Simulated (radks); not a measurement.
# Mn⁴⁺ in [Ar] 3d3: an all-electron calculation

An exercise on one series of results from a longer session: the logs are not shown, and one member is left open.

Program: radks (a radial shooting solver on a logarithmic mesh, Libxc functionals) version 1. Level of theory: non-relativistic Kohn-Sham, TPSS, spin-polarised, spherical densities, point nucleus; open shells are filled with parallel spins first. These are calculated values, not measurements, unless marked.

## Starting point

```
element       : manganese (Z = 25)
charge        : +4
electrons     : 21
configuration : [Ar] 3d3
```

Outer shells as boxes (Hund's rule):

Mn⁴⁺
```
[Ar] core
3d [↑ ][↑ ][↑ ][  ][  ]
```

Set-up of the first run:

The run's settings:

```text
Z 25
configuration [Ar] 3d3
relativity non-relativistic
functional tpss,tpss
spin polarised
nucleus point
```

Run with:

```sh
$ python run_ks.py task.json out
```

The same process makes all the runs of this session.

One of the session's tables, all rows but one given; the rest of the session is left out.

It belongs to the step «Orbitals and density». Radial moments (bohr):

| level | <r> | outermost maximum (interpolated) | 90 % within | nodes |
| --- | --- | --- | --- | --- |
| 1s down | 0.06153 | 0.0405 | 0.110 | 0 |
| 1s up | 0.06153 | 0.0405 | 0.110 | 0 |
| 2s up | 0.2822 | 0.235 | 0.437 | 1 |
| 2s down | 0.2818 | 0.235 | 0.436 | 1 |
| 2p up | 0.2484 | 0.189 | 0.407 | 0 |
| 2p down | 0.2480 | 0.189 | 0.406 | 0 |
| 3s up | 0.8391 | 0.735 | 1.25 | 2 |
| 3s down | 0.8421 | 0.735 | 1.25 | 2 |
| 3p up | 0.8716 | 0.743 | 1.33 | 1 |
| 3p down | 0.8769 | 0.743 | 1.34 | 1 |
| 3d up | ? | ? | ? | ? |
| 3d down | 0.9783 | 0.716 | 1.61 | 0 |

Estimate the missing values for 3d up.

As computed: <r>: 0.9572; outermost maximum (interpolated): 0.713; 90 % within: 1.56; nodes: 0. In the column «<r>» it lies between 3p down (0.8769) and 3d down (0.9783).

Limits of these values: Open shells are spherical and high-spin; term and fine-structure splittings are not resolved.
